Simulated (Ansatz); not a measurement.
# CH6F2O2Si2: the cost of one run

Program: Ansatz 0.2.0. Level of theory: RKS BLYP-D4/STO-3G. These are calculated values, not measurements.

## 1. Starting point

Bond lengths: Si1–O2 1.680 Å, O2–C3 1.420 Å, C3–H4 1.110 Å, C3–H5 1.110 Å, C3–H6 1.110 Å, Si1–F7 1.590 Å, Si1–O8 1.679 Å, O8–Si9 1.680 Å, Si9–H10 1.460 Å, Si9–H11 1.460 Å, Si9–H12 1.460 Å, Si1–F13 1.589 Å. Angles (14 of 20 angles, heavy atoms first): Si1–O2–C3 125.0°, O2–Si1–F7 109.5°, O2–Si1–O8 109.5°, O2–Si1–F13 109.5°, F7–Si1–O8 109.5°, F7–Si1–F13 109.5°, O8–Si1–F13 109.5°, Si1–O8–Si9 125.0°, O2–C3–H4 109.5°, O2–C3–H5 109.5°, O2–C3–H6 109.5°, O8–Si9–H10 109.5°, O8–Si9–H11 109.5°, O8–Si9–H12 109.5°.

As a file:

```xyz
13

Si    0.0000    0.0000    0.0000
O     0.0000    0.0000    1.6800
C    -1.1112   -0.3437    2.4945
H    -1.8140   -0.9775    1.9143
H    -0.7584   -0.9037    3.3856
H    -1.6313    0.5809    2.8212
F     1.4994    0.0000   -0.5295
O    -0.7913    1.3709   -0.5594
Si   -2.4002    1.4263   -1.0396
H    -3.2124    0.6421   -0.1138
H    -2.8620    2.8114   -1.0378
H    -2.5267    0.8736   -2.3850
F    -0.7489   -1.2974   -0.5295
```

## 2. Relaxing the start

input.yaml reads:

```yaml
crystal:
  periodic: [false, false, false]
  atoms:
    - { symbol: Si, position_ang: [0.0, 0.0, 0.0] }
    - { symbol: O, position_ang: [0.0, 0.0, 1.68] }
    - { symbol: C, position_ang: [-1.1112, -0.3437, 2.4945] }
    - { symbol: H, position_ang: [-1.814, -0.9775, 1.9143] }
    - { symbol: H, position_ang: [-0.7584, -0.9037, 3.3856] }
    - { symbol: H, position_ang: [-1.6313, 0.5809, 2.8212] }
    - { symbol: F, position_ang: [1.4994, 0.0, -0.5295] }
    - { symbol: O, position_ang: [-0.7913, 1.3709, -0.5594] }
    - { symbol: Si, position_ang: [-2.4002, 1.4263, -1.0396] }
    - { symbol: H, position_ang: [-3.2124, 0.6421, -0.1138] }
    - { symbol: H, position_ang: [-2.862, 2.8114, -1.0378] }
    - { symbol: H, position_ang: [-2.5267, 0.8736, -2.385] }
    - { symbol: F, position_ang: [-0.7489, -1.2974, -0.5295] }
basis:
  gaussian: { orbitals: STO-3G }
hamiltonian:
  xc: blyp
  dispersion: d4
relax:
  f_tol: 0.02
  max_steps: 40
```

Run with:

```console
ansatz run input.yaml --threads 1 --pin off --max-ram 2048MiB --backend cpu --events-out ev --progress --plain --runs-dir out
```

Q: Estimate wall time and peak memory on 1 thread of Arm Neoverse V2, shared host.

About 53 s, with a peak of 0.16 GiB.
